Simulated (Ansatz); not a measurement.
Working through energies of removing a hydrogen of BH₅O₂SSi, SMILES OB(S)O[SiH3]

With the Ansatz DFT code, driven from Python.

Interactive session:
```pycon
>>> import ansatz as az
>>> def energy(molecule, charge=0, unpaired=0):
...     calc = molecule.calculation().basis(gaussian="6-31G*").correlation("MP2")
...     if charge:
...         calc = calc.charge(charge)
...     if unpaired:
...         calc = calc.spin("collinear", total=unpaired)
...     return calc.run(threads=1).report["free_energy_ev"]
...
>>> def without(molecule, index):
...     rest = az.Crystal.molecule()
...     for i, site in enumerate(molecule.cartesian_sites):
...         if i != index:
...             rest = rest.atom(site.symbol, site.position_ang)
...     return rest
...
>>> geometry_ang = [
...     ("O", (-0.9797, 0.7481, -1.601)),
...     ("B", (-0.2223, -0.251, -0.9847)),
...     ("S", (1.3743, -0.7742, -1.7922)),
...     ("O", (-0.6375, -0.9279, 0.2054)),
...     ("Si", (-0.1328, -0.0391, 1.5363)),
...     ("H", (-1.6092, 0.3226, -2.2522)),
...     ("H", (2.1658, 0.167, -1.0263)),
...     ("H", (-0.5932, 1.3693, 1.4803)),
...     ("H", (-0.6214, -0.6311, 2.8375)),
...     ("H", (1.3391, -0.035, 1.5999)),
... ]
>>> system = az.Crystal.molecule()
>>> for symbol, xyz in geometry_ang:
...     system = system.atom(symbol, xyz)
...
>>> whole = energy(system, 0)
>>> hydrogen = energy(az.Crystal.molecule().atom("H", (0, 0, 0)), 0, 1)
>>> print(f"E(molecule) = {whole:.5f} eV, E(H) = {hydrogen:.5f} eV")
E(molecule) = -23523.98103 eV, E(H) = -13.55761 eV
>>> for index in [5, 6, 9]:
...     radical = energy(without(system, index), 0, 1)
...     print(f"H{index}: homolysis {96.485332 * (radical + hydrogen - whole):.1f} kJ/mol")
...     anion = energy(without(system, index), -1)
...     print(f"H{index}: loss of a proton {96.485332 * (anion - whole):.1f} kJ/mol")
...
H5: homolysis 404.8 kJ/mol
H5: loss of a proton 1440.0 kJ/mol
H6: homolysis 265.0 kJ/mol
H6: loss of a proton 1402.1 kJ/mol
H9: homolysis 358.9 kJ/mol
H9: loss of a proton 1670.6 kJ/mol
```

Reading the output:
- Total energies depend on the basis set; only differences at equal settings carry meaning.
- The geometry is a force-field or estimated start, not a minimum of this method, and the basis set is short of its limit. All parts are taken at fixed geometry, without zero-point energy.
- Anions want diffuse functions, which this basis lacks.
- The whole script took 9.4 s on 1 thread of AMD EPYC 9R45 96-Core Processor (Zen 5), on a shared host, peak memory 0.33 GiB.
